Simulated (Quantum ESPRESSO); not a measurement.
Runs of Quantum ESPRESSO 7.5 on PtS2. The structure is trigonal, space group P-3m1 (No. 164). The conventional cell has a = 3.543 Å, b = 3.543 Å, c = 5.039 Å, α = 90.00°, β = 90.00°, γ = 120.00°. Around Pt (site symmetry -3m) lie 6 S at 2.40 Å. Around S (site symmetry 3m) lie 3 Pt at 2.40 Å. 

| level | potentials or basis | U | gap on the mesh (eV) | pressure (GPa) | moment (μB) | largest force (eV/Å) |
| --- | --- | --- | --- | --- | --- | --- |
| PBE+U | GBRV 1.5 PBE | Pt d U = 4 eV | 0.68 | 2.4 | 0.00 | 0.25 |
| PBE+U | GBRV 1.5 PBE | Pt d U = 6 eV | 0.62 | 2.7 | 0.00 | 0.20 |
| PBE+U | GBRV 1.5 PBE | Pt d U = 3 eV | 0.70 | 2.3 | 0.00 | 0.28 |
| PBE+U | GBRV 1.5 PBE | Pt d U = 1 eV | 0.75 | 2.1 | 0.00 | 0.32 |
| PBE+U | GBRV 1.5 PBE | Pt d U = 8 eV | 0.56 | 3.0 | 0.00 | 0.15 |
| PBE+U | GBRV 1.5 PBE | Pt d U = 2 eV | (a) | 2.2 | 0.00 | (b) |
| PBE+U | GBRV 1.5 PBE | Pt d U = 5 eV | 0.65 | 2.6 | 0.00 | 0.23 |
| PBE | JTH 2.0 PBE | - | 0.75 | 2.5 | 0.00 | 0.31 |

Alike in all rows: task single point; spin collinear, antiferromagnetic start; cell as given; k mesh 5 × 5 × 2; cutoff (eV) 612; smearing gaussian 0.05 eV.

Estimate the missing entries.

(a) 0.73; (b) 0.30.

Caveats: spin-orbit coupling is left out, which moves the levels of the heavy elements; an odd mesh through Γ misses points on the zone boundary, where band edges often lie; the cell's inner coordinates are idealised or old, which leaves forces on the atoms; the cutoff is low for these files, which shifts pressure and relaxed volume (some runs).

A k mesh can miss the band edges, and the runs leave out spin-orbit coupling on Pt.

The runs don't all hold the same shells in valence.
